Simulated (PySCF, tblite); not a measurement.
**C₄H₆ClF₃Si: geometry, infrared bands and NMR shifts**

Aim: predict the infrared bands and NMR shifts of C₄H₆ClF₃Si (`C=CC[Si@@H](F)C(F)(F)Cl`).

Programs: tblite 0.8.0 and PySCF 2.14.0, with density-fitted response routines of our own. Each step states its level of theory. These are calculated values for one molecule in the gas phase, unless marked as measured. Atoms count from 0, in the outputs and in this text.

## 1. Starting geometry

15 atoms, charge 0, multiplicity 1; geometry from: force field or distance geometry start.

Bonds of the start (Å): C0–C1 1.33, C1–C2 1.51, C2–Si3 1.87, Si3–F4 1.62, Si3–C5 1.83, C5–F6 1.37, C5–F7 1.35, C5–Cl8 1.78, C0–H9 1.09, C0–H10 1.10, C1–H11 1.10, C2–H12 1.10, C2–H13 1.10, Si3–H14 1.51.

## 2. Optimising the geometry with GFN2-xTB

Job settings and geometry (Å):

```
{"job": {"kind": "relax", "xc": "GFN2-xTB", "basis": "xTB"}, "charge": 0, "multiplicity": 1}
C     -2.795000     0.593300     0.320500
C     -1.851500    -0.270000    -0.034700
C     -0.469300     0.123000    -0.507400
Si     0.960600    -0.487000     0.533800
F      0.863400    -2.104800     0.576500
C      2.551400     0.067700    -0.176500
F      2.594300     1.432600    -0.227300
F      2.689900    -0.350800    -1.457100
Cl     3.939800    -0.514500     0.773700
H     -2.652800     1.668800     0.285000
H     -3.780000     0.244400     0.651800
H     -2.071700    -1.344400     0.024800
H     -0.406900     1.219600    -0.569200
H     -0.346100    -0.261700    -1.530800
H      0.769600    -0.008300     1.948100
```

Started as:

```bash
OMP_NUM_THREADS=1 python probes_run.py task.json out
```

One launch serves the whole session: the jobs run in the order shown.

**Question.** This job is followed by: GFN2-xTB harmonic vibrations, gas phase; GIAO PBE0/pcSseg-1 NMR shielding, non-relativistic, gas phase. What will the session give for the following? strongest single infrared mode (GFN2-xTB); zero-point energy (GFN2-xTB); ¹³C shifts against TMS (PBE0/pcSseg-1); ¹H shifts against TMS (PBE0/pcSseg-1); ²⁹Si shifts against TMS (PBE0/pcSseg-1); ¹⁹F shifts against CFCl3 (PBE0/pcSseg-1); ³⁵Cl shifts against HCl (PBE0/pcSseg-1).

As calculated:

```
                                 quantity                                   value
strongest single infrared mode (GFN2-xTB)                    853 cm⁻¹, 220 km/mol
             zero-point energy (GFN2-xTB)                           57.4 kcal/mol
   ¹³C shifts against TMS (PBE0/pcSseg-1)           142.4, 137.2, 124.9, 26.2 ppm
    ¹H shifts against TMS (PBE0/pcSseg-1)  6.18, 5.53, 5.46, 4.80, 2.45, 1.85 ppm
  ²⁹Si shifts against TMS (PBE0/pcSseg-1)                                 1.3 ppm
 ¹⁹F shifts against CFCl3 (PBE0/pcSseg-1)                -75.3, -77.4, -209.5 ppm
  ³⁵Cl shifts against HCl (PBE0/pcSseg-1)                                 343 ppm
```

**Reading.** Relaxing lowered the energy by 0.291 eV in 58 steps; the close pair that moved most is Si3–C5, from 1.828 to 1.947 Å. No mode is imaginary among the 39: a minimum at this level. The strongest single mode, at 853 cm⁻¹, moves mainly Si3 and F4. Unscaled tight-binding wavenumbers are off by several per cent, some by more. Its intensities can rank the bands wrongly. The most deshielded hydrogen is H11 (hydrogen on an alkene CH), at 6.18 ppm: attached to an sp2 carbon and in the plane of the double bond. At PBE0/pcSseg-1: The widest tensor belongs to Cl8: span 699 ppm, with a paramagnetic part of -537 ppm.
